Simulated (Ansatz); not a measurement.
## C3H7BS, SMILES B1CCCS1: a geometry optimisation, step by step

With Ansatz's Python interface.

Typed at the interpreter:
```pycon
>>> import itertools
>>> import warnings
>>> import ansatz as az
>>> from ase.data import atomic_numbers, covalent_radii
>>> import numpy as np
>>> warnings.simplefilter("ignore", az.DeckWarning)
>>> geometry_ang = [
...     ("B", (-1.5615, -0.1221, 0.1695)),
...     ("C", (-0.3827, 0.4769, 0.9773)),
...     ("C", (0.8426, -0.101, 0.3171)),
...     ("C", (0.6374, -0.4569, -1.1233)),
...     ("S", (-1.0604, -1.2876, -1.1839)),
...     ("H", (-2.4266, 0.7304, -0.1639)),
...     ("H", (-0.341, 1.591, 0.9157)),
...     ("H", (-0.4136, 0.1888, 2.0359)),
...     ("H", (1.1825, -1.0064, 0.9191)),
...     ("H", (1.7168, 0.6259, 0.4006)),
...     ("H", (0.5249, 0.4507, -1.7258)),
...     ("H", (1.3586, -1.1448, -1.5041)),
... ]
>>> geometry = az.Crystal.molecule()
>>> for symbol, xyz in geometry_ang:
...     geometry = geometry.atom(symbol, xyz)
...
>>> base = geometry.calculation()
>>> base = base.basis(gaussian="6-31G*").functional("B3LYP")
>>> symbols = [site.symbol for site in geometry.cartesian_sites]
>>> start = np.array([site.position_ang for site in geometry.cartesian_sites], dtype=float)
>>> r = base.relax(force_tolerance=0.005, max_steps=100).run().report
>>> end = np.array(r["positions_ang"])
>>> for key in ("converged", "free_energy_ev", "reference_energy_ev", "n_frozen", "n_occupied", "n_virtual"):
...     print(f"{key:22s} {r[key]}")
...
converged              True
free_energy_ev         -14737.932345779009
reference_energy_ev    -14737.932345779009
n_frozen               0
n_occupied             [23, 23]
n_virtual              [70, 70]
>>> # pairs closer than 1.2 times the sum of covalent radii, before or after
>>> radius = [covalent_radii[atomic_numbers[s]] for s in symbols]
>>> span = lambda where, i, j: np.linalg.norm(where[i] - where[j])
>>> bonded = [(i, j) for i, j in itertools.combinations(range(len(symbols)), 2) if min(span(start, i, j), span(end, i, j)) < 1.2 * (radius[i] + radius[j])]
>>> print("pair        before    after (A)")
pair        before    after (A)
>>> for i, j in bonded:
...     print(f"{symbols[i]}{i}-{symbols[j]}{j}".ljust(10), f"{span(start, i, j):8.4f} {span(end, i, j):8.4f}")
...
B0-C1        1.5495   1.5796
B0-S4        1.8550   1.7878
B0-H5        1.2595   1.1915
C1-C2        1.5070   1.5439
C1-H6        1.1166   1.1039
C1-H7        1.0975   1.0967
C2-C3        1.4978   1.5351
C2-H8        1.1392   1.0970
C2-H9        1.1400   1.0974
C3-S4        1.8911   1.8642
C3-H10       1.0952   1.0950
C3-H11       1.0669   1.0929
>>> charges = r["charge_distribution"]
>>> dipole = np.array(charges["dipole_moment_e_ang"]) * 4.803205
>>> print("dipole (D): {:.3f} {:.3f} {:.3f}, length {:.3f}".format(*dipole, np.linalg.norm(dipole)))
dipole (D): 1.705 0.679 0.717, length 1.970
>>> print("atom  Mulliken   Lowdin")
atom  Mulliken   Lowdin
>>> for symbol, m, l in zip(symbols, charges["mulliken_charges_e"], charges["lowdin_charges_e"]):
...     print(f"{symbol:4s} {m:9.3f} {l:8.3f}")
...
B        0.096   -0.334
C       -0.372   -0.254
C       -0.271   -0.225
C       -0.413   -0.321
S        0.013    0.311
H       -0.001    0.033
H        0.151    0.151
H        0.150    0.138
H        0.152    0.125
H        0.143    0.118
H        0.177    0.130
H        0.176    0.129
```

Total energies depend on the basis set; only differences at equal settings carry meaning. The end point is the stationary point reached from this start; no frequency run checks that it is a minimum, and the basis set is modest. The Löwdin charges here are taken after orthogonalising the functions within each atom; they differ from plain Löwdin charges, and their signs can be unphysical. b3lyp holds the VWN-RPA fit, as in Gaussian; the form of ORCA and Turbomole is b3lyp5. Run time: 53 s on 1 thread of Arm Neoverse V2 (shared host), peak memory 0.27 GiB.
